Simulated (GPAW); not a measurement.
Input of a GPAW 26.7.0 run:

The input run.py:

```python
from ase import Atoms
from ase.dft.bandgap import bandgap
from ase.io import write
from ase.units import GPa
from gpaw import GPAW, PW

atoms = Atoms(['W', 'Ta', 'C', 'C'],
              cell=[[1.5718551461, 0.9075109917, 5.1016196719],
                    [-1.5718551461, 0.9075109917, 5.1016196719],
                    [0.0, -1.8150219835, 5.1016196719]],
              scaled_positions=[[0.0, 0.0, 0.0],
                                [0.5, 0.5, 0.5],
                                [0.250933, 0.250933, 0.250933],
                                [0.749067, 0.749067, 0.749067]],
              pbc=True)

calc = GPAW(mode=PW(600),
            xc='PBE',
            kpts={'size': (8, 8, 8), 'gamma': True},
            occupations={'name': 'fermi-dirac', 'width': 0.05},
            nbands=33,
            maxiter=120,
            txt='gpaw.txt')
atoms.calc = calc
energy = atoms.get_potential_energy()
forces = atoms.get_forces()
stress = atoms.get_stress()
calc.write('gs.gpw')
write('result.traj', atoms)
print(f'Energy: {energy:.6f} eV')
print('Forces (eV/A):')
print(forces.round(4))
print('Stress (GPa):', (stress / GPa).round(3))
print('Fermi level:', round(calc.get_fermi_level(), 4), 'eV')
print(f'Gap: {bandgap(calc)[0]:.4f} eV, direct: {bandgap(calc, direct=True)[0]:.4f} eV')
```

Potentials or basis: GPAW PAW data sets (gpaw-data 1.2.1), pw.

Command:

```console
$ OMP_NUM_THREADS=1 python run.py
```

Problem. Predict the pressure.

Solution. -2.4 GPa.

Problem. What does it give for the largest force?

Solution. 0.107 eV/Å.

Problem. Predict the band gap on the k mesh.

Solution. None (metal or under the smearing width).

Stress tensor (GPa, compression positive):
```
-3.01  0.00  0.00
 0.00 -3.01  0.00
 0.00  0.00 -1.11
```

Caveat: the cutoff is short for stress and forces, so pressures can be off by a GPa or more; the program warned that so skewed a cell can give wrong results. The run has no spin-orbit coupling, so splittings on Ta, W are missing.
